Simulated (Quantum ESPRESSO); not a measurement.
# In3As (Pm-3m) in Quantum ESPRESSO: notebook

One crystal, In3As, is run at these levels: PBEsol, LDA; tasks: band structure, single point, equation of state.

Program: Quantum ESPRESSO 7.5. These are calculated values, not measurements. Logs are shortened: lines on timing, memory, paths and dates and some standing lists are left out, and cuts for length are marked.

## Step 1: The crystal as given

It takes space group Pm-3m (No. 221, cubic). The conventional cell has a = 4.672 Å, b = 4.672 Å, c = 4.672 Å, α = 90.00°, β = 90.00°, γ = 90.00°. In (site symmetry 4/mmm) has 8 In at 3.30 Å and 4 As at 3.30 Å as nearest neighbours. Around As (site symmetry m-3m) lie 12 In at 3.30 Å.

The cell comes from a database or a generator and needn't be the stable form of this composition.

## Step 2: Band structure, PBEsol

File pw.in:

```
&CONTROL
  calculation = 'scf'
  prefix = 'pwscf'
  outdir = './tmp'
  pseudo_dir = './pseudo'
  tprnfor = .true.
  tstress = .true.
  disk_io = 'low'
/
&SYSTEM
  ibrav = 0
  nat = 4
  ntyp = 2
  ecutwfc = 56
  ecutrho = 448
  nbnd = 31
  occupations = 'smearing'
  smearing = 'fd'
  degauss = 0.00367493
/
&ELECTRONS
  conv_thr = 8d-10
  electron_maxstep = 120
  mixing_beta = 0.5
/
ATOMIC_SPECIES
In   114.8180 in_pbesol_v1.4.uspp.F.UPF
As    74.9216 as_pbesol_v1.uspp.F.UPF
CELL_PARAMETERS angstrom
   4.6716810000    0.0000000000    0.0000000000
   0.0000000000    4.6716810000    0.0000000000
   0.0000000000    0.0000000000    4.6716810000
ATOMIC_POSITIONS crystal
In     0.5000000000    0.5000000000    0.0000000000
In     0.5000000000    0.0000000000    0.5000000000
In     0.0000000000    0.5000000000    0.5000000000
As     0.0000000000    0.0000000000    0.0000000000
K_POINTS automatic
6 6 6 0 0 0
```

File bands.in:

```
&CONTROL
  calculation = 'bands'
  prefix = 'pwscf'
  outdir = './tmp'
  pseudo_dir = './pseudo'
  disk_io = 'low'
  verbosity = 'high'
/
&SYSTEM
  ibrav = 0
  nat = 4
  ntyp = 2
  ecutwfc = 56
  ecutrho = 448
  nbnd = 31
  occupations = 'smearing'
  smearing = 'fd'
  degauss = 0.00367493
/
&ELECTRONS
  conv_thr = 1d-08
  electron_maxstep = 120
  mixing_beta = 0.5
  diago_full_acc = .true.
  startingwfc = 'random'
/
ATOMIC_SPECIES
In   114.8180 in_pbesol_v1.4.uspp.F.UPF
As    74.9216 as_pbesol_v1.uspp.F.UPF
CELL_PARAMETERS angstrom
   4.6716810000    0.0000000000    0.0000000000
   0.0000000000    4.6716810000    0.0000000000
   0.0000000000    0.0000000000    4.6716810000
ATOMIC_POSITIONS crystal
In     0.5000000000    0.5000000000    0.0000000000
In     0.5000000000    0.0000000000    0.5000000000
In     0.0000000000    0.5000000000    0.5000000000
As     0.0000000000    0.0000000000    0.0000000000
K_POINTS crystal
60
 0.0000000000  0.0000000000  0.0000000000 1
 0.0000000000  0.0714285714  0.0000000000 1
 0.0000000000  0.1428571429  0.0000000000 1
 0.0000000000  0.2142857143  0.0000000000 1
 0.0000000000  0.2857142857  0.0000000000 1
 0.0000000000  0.3571428571  0.0000000000 1
 0.0000000000  0.4285714286  0.0000000000 1
 0.0000000000  0.5000000000  0.0000000000 1
 0.0714285714  0.5000000000  0.0000000000 1
 0.1428571429  0.5000000000  0.0000000000 1
 0.2142857143  0.5000000000  0.0000000000 1
 0.2857142857  0.5000000000  0.0000000000 1
 0.3571428571  0.5000000000  0.0000000000 1
 0.4285714286  0.5000000000  0.0000000000 1
 0.5000000000  0.5000000000  0.0000000000 1
 0.4545454545  0.4545454545  0.0000000000 1
 0.4090909091  0.4090909091  0.0000000000 1
 0.3636363636  0.3636363636  0.0000000000 1
 0.3181818182  0.3181818182  0.0000000000 1
 0.2727272727  0.2727272727  0.0000000000 1
 0.2272727273  0.2272727273  0.0000000000 1
 0.1818181818  0.1818181818  0.0000000000 1
 0.1363636364  0.1363636364  0.0000000000 1
 0.0909090909  0.0909090909  0.0000000000 1
 0.0454545455  0.0454545455  0.0000000000 1
 0.0000000000  0.0000000000  0.0000000000 1
 0.0357142857  0.0357142857  0.0357142857 1
 0.0714285714  0.0714285714  0.0714285714 1
 0.1071428571  0.1071428571  0.1071428571 1
 0.1428571429  0.1428571429  0.1428571429 1
 0.1785714286  0.1785714286  0.1785714286 1
 0.2142857143  0.2142857143  0.2142857143 1
 0.2500000000  0.2500000000  0.2500000000 1
 0.2857142857  0.2857142857  0.2857142857 1
 0.3214285714  0.3214285714  0.3214285714 1
 0.3571428571  0.3571428571  0.3571428571 1
 0.3928571429  0.3928571429  0.3928571429 1
 0.4285714286  0.4285714286  0.4285714286 1
 0.4642857143  0.4642857143  0.4642857143 1
 0.5000000000  0.5000000000  0.5000000000 1
 0.4545454545  0.5000000000  0.4545454545 1
 0.4090909091  0.5000000000  0.4090909091 1
 0.3636363636  0.5000000000  0.3636363636 1
 0.3181818182  0.5000000000  0.3181818182 1
 0.2727272727  0.5000000000  0.2727272727 1
 0.2272727273  0.5000000000  0.2272727273 1
 0.1818181818  0.5000000000  0.1818181818 1
 0.1363636364  0.5000000000  0.1363636364 1
 0.0909090909  0.5000000000  0.0909090909 1
 0.0454545455  0.5000000000  0.0454545455 1
 0.0000000000  0.5000000000  0.0000000000 1
 0.5000000000  0.5000000000  0.0000000000 1
 0.5000000000  0.5000000000  0.0625000000 1
 0.5000000000  0.5000000000  0.1250000000 1
 0.5000000000  0.5000000000  0.1875000000 1
 0.5000000000  0.5000000000  0.2500000000 1
 0.5000000000  0.5000000000  0.3125000000 1
 0.5000000000  0.5000000000  0.3750000000 1
 0.5000000000  0.5000000000  0.4375000000 1
 0.5000000000  0.5000000000  0.5000000000 1
```

Potentials or basis: GBRV 1.5 PBEsol.

Run with:

```sh
OMP_NUM_THREADS=1 mpirun -n 2 pw.x -nk 2 -in pw.in > pw.out
OMP_NUM_THREADS=1 mpirun -n 2 pw.x -nk 2 -in bands.in > bands.out
```

pw.out:

```text
This program is part of the open-source Quantum ESPRESSO suite
     for quantum simulation of materials; please cite
         "P. Giannozzi et al., J. Phys.:Condens. Matter 21 395502 (2009);
         "P. Giannozzi et al., J. Phys.:Condens. Matter 29 465901 (2017);
         "P. Giannozzi et al., J. Chem. Phys. 152 154105 (2020);
     in publications or presentations arising from this work. More details at

     Message from routine setup:
     using ibrav=0 with symmetry is DISCOURAGED, use correct ibrav instead

     K-points division:     npool     =       2
     Subspace diagonalization in iterative solution of the eigenvalue problem:
     a serial algorithm will be used

     G-vector sticks info
     --------------------
     sticks:   dense  smooth     PW     G-vecs:    dense   smooth      PW
     Sum        2785    1389    405               110195    39007    6187

     Using Slab Decomposition

     bravais-lattice index     =            0
     lattice parameter (alat)  =       8.8282  a.u.
     unit-cell volume          =     688.0439 (a.u.)^3
     number of atoms/cell      =            4
     number of atomic types    =            2
     number of electrons       =        44.00
     number of Kohn-Sham states=           31
     kinetic-energy cutoff     =      56.0000  Ry
     charge density cutoff     =     448.0000  Ry
     scf convergence threshold =      8.0E-10
     mixing beta               =       0.5000
     number of iterations used =            8  plain     mixing
     Exchange-correlation= SLA  PW   PSX  PSC
                           (   1   4  10   8   0   0   0)

     celldm(1)=   8.828198  celldm(2)=   0.000000  celldm(3)=   0.000000
     celldm(4)=   0.000000  celldm(5)=   0.000000  celldm(6)=   0.000000

     crystal axes: (cart. coord. in units of alat)
               a(1) = (   1.000000   0.000000   0.000000 )
               a(2) = (   0.000000   1.000000   0.000000 )
               a(3) = (   0.000000   0.000000   1.000000 )

     reciprocal axes: (cart. coord. in units 2 pi/alat)
               b(1) = (  1.000000  0.000000  0.000000 )
               b(2) = (  0.000000  1.000000  0.000000 )
               b(3) = (  0.000000  0.000000  1.000000 )

     PseudoPot. # 1 for In read from file:
     in_pbesol_v1.4.uspp.F.UPF
     Pseudo is Ultrasoft + core correction, Zval = 13.0
     Generated by new atomic code, or converted to UPF format
     Using radial grid of  889 points,  6 beta functions with:
                l(1) =   0
                l(2) =   0
                l(3) =   1
                l(4) =   1
                l(5) =   2
                l(6) =   2
     Q(r) pseudized with  6 coefficients,  rinner =    1.400   1.400   1.400
                                                       1.400   1.400

     PseudoPot. # 2 for As read from file:
     as_pbesol_v1.uspp.F.UPF
     Pseudo is Ultrasoft + core correction, Zval =  5.0
     Generated by new atomic code, or converted to UPF format
     Using radial grid of  875 points,  6 beta functions with:
                l(1) =   0
                l(2) =   0
                l(3) =   1
                l(4) =   1
                l(5) =   2
                l(6) =   2
     Q(r) pseudized with  8 coefficients,  rinner =    1.300   1.300   1.300
                                                       1.300   1.300

     atomic species   valence    mass     pseudopotential
     In               13.00   114.81800     In( 1.00)
     As                5.00    74.92160     As( 1.00)

     48 Sym. Ops., with inversion, found

   Cartesian axes

     site n.     atom                  positions (alat units)
         1        In     tau(   1) = (   0.5000000   0.5000000   0.0000000  )
         2        In     tau(   2) = (   0.5000000   0.0000000   0.5000000  )
         3        In     tau(   3) = (   0.0000000   0.5000000   0.5000000  )
         4        As     tau(   4) = (   0.0000000   0.0000000   0.0000000  )

     number of k points=    20  Fermi-Dirac smearing, width (Ry)=  0.0037
[... 44 lines left out ...]
    10.7516  12.4625  13.1386  13.1386  15.7277  16.4600  16.8177
[... 43 lines left out ...]
          k = 0.0000 0.3333-0.5000 (  4864 PWs)   bands (ev):

    -5.4351  -5.4158  -5.4077  -5.3366  -5.3282  -5.2942  -5.2831  -5.2791
    -5.2644  -5.2619  -5.2124  -5.1737  -5.1666  -5.1444  -5.1426  -1.2151
     2.1219   3.4698   4.5880   8.0053   8.0457   9.0862   9.9240  10.3677
    11.3561  11.5577  12.5343  13.5441  13.9707  16.2436  16.3722

          k = 0.0000-0.5000-0.5000 (  4844 PWs)   bands (ev):

    -5.4214  -5.4214  -5.3754  -5.3341  -5.2933  -5.2933  -5.2881  -5.2872
    -5.2577  -5.2577  -5.2385  -5.2102  -5.1679  -5.1530  -5.1530  -1.0852
     3.1170   3.1170   3.1936   8.2822   8.6174   9.4638   9.4638  10.7614
    10.9613  10.9613  11.1506  14.9079  14.9079  16.9103  17.3426

          k = 0.1667 0.1667 0.1667 (  4860 PWs)   bands (ev):

    -5.5324  -5.4918  -5.4918  -5.4783  -5.3420  -5.3420  -5.2752  -5.2101
    -5.2101  -5.1869  -5.1869  -5.1315  -5.0998  -5.0998  -5.0395  -1.8108
     2.2945   4.8655   4.8655   7.7227   8.5797   8.5797   8.9842  10.9507
    10.9507  12.4360  12.4360  14.3062  14.3450  16.0536  16.7891
[... 22 lines left out ...]
          k = 0.1667 0.3333-0.5000 (  4868 PWs)   bands (ev):

    -5.4517  -5.4151  -5.4062  -5.3787  -5.3507  -5.3430  -5.3040  -5.2566
    -5.2360  -5.2304  -5.2018  -5.1779  -5.1728  -5.1351  -5.0895  -1.1182
     2.3310   3.6103   4.7892   6.4138   7.3391   8.7428   9.7143  10.1818
    11.9824  12.5038  13.5107  14.4191  14.8960  16.3915  16.4491

          k = 0.1667-0.5000-0.5000 (  4896 PWs)   bands (ev):

    -5.4238  -5.4238  -5.4033  -5.4006  -5.3457  -5.3457  -5.3091  -5.2596
    -5.2330  -5.2286  -5.2286  -5.1688  -5.1388  -5.1231  -5.1231  -0.9911
     3.3186   3.3186   3.4132   6.7129   8.0362   8.0362   8.6878  10.5139
    12.3643  12.3643  13.5269  15.2689  15.2689  17.1118  17.4276

          k = 0.3333 0.3333 0.3333 (  4875 PWs)   bands (ev):

    -5.4813  -5.4224  -5.4224  -5.4143  -5.3565  -5.3565  -5.3062  -5.2977
    -5.2013  -5.2013  -5.1889  -5.1889  -5.1326  -5.1326  -5.0496  -1.0375
     2.6696   4.3087   4.3087   6.3601   6.6872   6.6872   9.0133  11.3721
    12.8757  12.8757  14.7429  14.7429  16.3050  17.3578  17.3578

          k = 0.3333 0.3333-0.5000 (  4850 PWs)   bands (ev):

    -5.4586  -5.4508  -5.4169  -5.4055  -5.3941  -5.3823  -5.3278  -5.2595
    -5.2186  -5.1931  -5.1928  -5.1775  -5.1246  -5.0919  -5.0625  -0.9054
     2.9562   3.8830   5.1625   5.4711   5.7773   7.2277   8.0058  11.8716
    13.1429  13.2445  15.0270  16.3873  16.5106  16.6334  16.9268

          k = 0.3333-0.5000-0.5000 (  4824 PWs)   bands (ev):

    -5.4688  -5.4398  -5.4398  -5.4396  -5.3846  -5.3846  -5.3691  -5.2233
    -5.2135  -5.2135  -5.1867  -5.1703  -5.0768  -5.0743  -5.0743  -0.7869
     3.9217   3.9217   4.0546   5.5129   6.3306   6.3306   6.8119  12.5913
    13.4668  13.4668  16.1828  16.7387  16.7387  17.6190  17.6571

          k =-0.5000-0.5000-0.5000 (  4776 PWs)   bands (ev):

    -5.4952  -5.4539  -5.4539  -5.4539  -5.3910  -5.3910  -5.3910  -5.2089
    -5.2089  -5.2089  -5.1711  -5.1711  -5.0540  -5.0540  -5.0540  -0.6748
     4.8030   4.8030   4.8030   5.0673   5.0673   5.0673   5.6498  13.7135
    13.7135  13.7135  17.7287  17.7287  18.1100  18.1100  18.1100

     the Fermi energy is     8.9923 ev

!    total energy              =    -439.52078660 Ry
     estimated scf accuracy    <          1.8E-10 Ry
     smearing contrib. (-TS)   =      -0.00111212 Ry
     internal energy E=F+TS    =    -439.51967448 Ry

     The total energy is F=E-TS. E is the sum of the following terms:
     one-electron contribution =    -134.14800434 Ry
     hartree contribution      =     101.51051810 Ry
     xc contribution           =    -143.26071232 Ry
     ewald contribution        =    -263.62147592 Ry

     convergence has been achieved in  10 iterations

     Forces acting on atoms (cartesian axes, Ry/au):

     atom    1 type  1   force =     0.00000000    0.00000000    0.00000000
     atom    2 type  1   force =     0.00000000    0.00000000    0.00000000
     atom    3 type  1   force =     0.00000000    0.00000000    0.00000000
     atom    4 type  2   force =     0.00000000    0.00000000    0.00000000

     Total force =     0.000000     Total SCF correction =     0.000000

     Computing stress (Cartesian axis) and pressure

          total   stress  (Ry/bohr**3)                   (kbar)     P=      -25.33
  -0.00017222   0.00000000   0.00000000          -25.33        0.00        0.00
   0.00000000  -0.00017222   0.00000000            0.00      -25.33        0.00
   0.00000000   0.00000000  -0.00017222            0.00        0.00      -25.33

=------------------------------------------------------------------------------=
   JOB DONE.
=------------------------------------------------------------------------------=
```

It took 2.8 min on 2 MPI ranks of Arm Neoverse V2, shared host; peak memory 0.58 GiB.

Results:

| Item | Value |
| --- | --- |
| Free energy | -5979.9849 eV |
| Pressure | -2.5 GPa |
| Band gap on the k mesh | none (metal or under the smearing width) |

Levels at the corners of the path, in eV from the Fermi level:
```
point  band 20  band 21  band 22  band 23  band 24  band 25
    Γ    -2.83    -1.87    -1.87     2.10     2.10     2.10
    X    -1.54    -1.19    -0.02    -0.02     0.06     1.49
    M    -0.71    -0.37     0.47     0.47     1.77     1.97
    Γ    -2.83    -1.87    -1.87     2.10     2.10     2.10
    R    -3.93    -3.93    -3.93    -3.34     4.72     4.72
    X    -1.54    -1.19    -0.02    -0.02     0.06     1.49
    M    -0.71    -0.37     0.47     0.47     1.77     1.97
    R    -3.93    -3.93    -3.93    -3.34     4.72     4.72
```

Caveat: some levels on the path didn't converge; spin-orbit coupling is left out, which moves the levels of the heavy elements.

## Step 3: Single point, LDA, 23.96 Å³/atom

pw.in, as its differences from that of step 2:

```diff
@@ -7,3 +7,3 @@
   tstress = .true.
-  disk_io = 'low'
+  disk_io = 'nowf'
 /
@@ -26,8 +26,8 @@
 ATOMIC_SPECIES
-In   114.8180 in_pbesol_v1.4.uspp.F.UPF
-As    74.9216 as_pbesol_v1.uspp.F.UPF
+In   114.8180 in_lda_v1.4.uspp.F.UPF
+As    74.9216 as_lda_v1.uspp.F.UPF
 CELL_PARAMETERS angstrom
-   4.6716810000    0.0000000000    0.0000000000
-   0.0000000000    4.6716810000    0.0000000000
-   0.0000000000    0.0000000000    4.6716810000
+   4.5763138120    0.0000000000    0.0000000000
+   0.0000000000    4.5763138120    0.0000000000
+   0.0000000000    0.0000000000    4.5763138120
 ATOMIC_POSITIONS crystal
```

Potentials or basis: GBRV 1.5 LDA.

Run with:

```sh
OMP_NUM_THREADS=1 mpirun -n 2 pw.x -nk 2 -in pw.in > pw.out
```

Run time: 40 s. Hardware: 2 MPI ranks of Arm Neoverse V2, shared host; peak memory 0.54 GiB.

Results (log left out):

- Free energy: -5974.6186 eV
- Pressure: -1.5 GPa
- Band gap on the k mesh: none (metal or under the smearing width)

## Step 4: Single point, LDA, 24.47 Å³/atom

pw.in, as its differences from that of step 3:

```diff
@@ -29,5 +29,5 @@
 CELL_PARAMETERS angstrom
-   4.5763138120    0.0000000000    0.0000000000
-   0.0000000000    4.5763138120    0.0000000000
-   0.0000000000    0.0000000000    4.5763138120
+   4.6085424358    0.0000000000    0.0000000000
+   0.0000000000    4.6085424358    0.0000000000
+   0.0000000000    0.0000000000    4.6085424358
 ATOMIC_POSITIONS crystal
```

Run with:

```sh
OMP_NUM_THREADS=1 mpirun -n 2 pw.x -nk 2 -in pw.in > pw.out
```

It took 40 s on 2 MPI ranks of Arm Neoverse V2, shared host; peak memory 0.54 GiB.

The run converged. Its results:

```
Free energy            : -5974.5961 eV
Pressure               : -2.5 GPa
Band gap on the k mesh : none (metal or under the smearing width)
```

(Part 1 of 2 ends here.)
